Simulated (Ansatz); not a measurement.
**Si2H5O2 radical: how energies converge with the basis set**

The task here is to estimate one member of a computed series from the others.

Program: Ansatz 0.2.0, Gaussian basis. Level of theory: one geometry, several basis sets. These are calculated values, not measurements.

Levels to be run: PBE0-D4/def2-SVP; ωB97M-V/def2-SVP; PBE0-D4/def2-QZVPP; ωB97M-V/def2-QZVPP; the functionals' def2-TZVPP values are taken from earlier runs.

**The relaxed structure**

All runs share one geometry, relaxed beforehand with PBE0-D4 in a triple-zeta def2 set.

SMILES `O[Si](O)[SiH3]`, 9 atoms, charge 0, spin multiplicity 2.

Atoms are counted from 1 here; the program's logs count them from 0.

Bond lengths: O1–Si2 1.659 Å, O1–H5 0.959 Å, Si2–O3 1.645 Å, Si2–Si4 2.364 Å, O3–H6 0.960 Å, Si4–H7 1.489 Å, Si4–H8 1.487 Å, Si4–H9 1.490 Å. Angles: Si2–O1–H5 116.8°, O1–Si2–O3 105.6°, O1–Si2–Si4 113.7°, O3–Si2–Si4 106.6°, Si2–O3–H6 117.0°, Si2–Si4–H7 107.2°, Si2–Si4–H8 108.6°, Si2–Si4–H9 114.2°, H7–Si4–H8 108.5°, H7–Si4–H9 108.8°, H8–Si4–H9 109.3°.

The first run:

in.yaml

```yaml
crystal:
  periodic: [false, false, false]
  atoms:
    - {symbol: O, position_ang: [-1.122139, 1.622445, -0.267434]}
    - {symbol: Si, position_ang: [0.024051, 0.532229, -0.765756]}
    - {symbol: O, position_ang: [1.473199, 1.273784, -0.525770]}
    - {symbol: Si, position_ang: [0.064323, -1.456451, 0.512111]}
    - {symbol: H, position_ang: [-2.020298, 1.474256, -0.569141]}
    - {symbol: H, position_ang: [1.506248, 2.222267, -0.671010]}
    - {symbol: H, position_ang: [-1.268560, -2.103330, 0.362564]}
    - {symbol: H, position_ang: [1.095643, -2.364975, -0.054864]}
    - {symbol: H, position_ang: [0.336133, -1.246527, 1.962199]}
basis:
  gaussian: {orbitals: def2-SVP}
magnetization: {spin_polarized: true, initial_magnetization: 1}
hamiltonian: {xc: pbe0, dispersion: d4}
output: {orbitals: {seedname: orbitals}}
```

Among the steps run: PBE0-D4 in def2-SVP; ωB97M-V in def2-SVP; PBE0-D4 in def2-QZVPP; ωB97M-V in def2-QZVPP.

One of the session's tables, all rows but one given; the rest of the session is left out.

It belongs to the step «Density functionals: the series». 

| functional | basis | HOMO (eV) | LUMO (eV) |
| --- | --- | --- | --- |
| PBE0-D4 | def2-SVP | -5.24 | -1.91 |
| PBE0-D4 | def2-TZVPP | -5.38 | -1.97 |
| PBE0-D4 | def2-QZVPP | -5.44 | -2.05 |
| ωB97M-V | def2-SVP | -6.92 | -0.23 |
| ωB97M-V | def2-TZVPP | ? | ? |
| ωB97M-V | def2-QZVPP | -7.15 | -0.53 |

**Question.** Estimate the row for ωB97M-V, def2-TZVPP.

As computed: HOMO (eV): -7.09; LUMO (eV): -0.39. In the column «HOMO (eV)» it lies between ωB97M-V, def2-QZVPP (-7.15) and ωB97M-V, def2-SVP (-6.92).
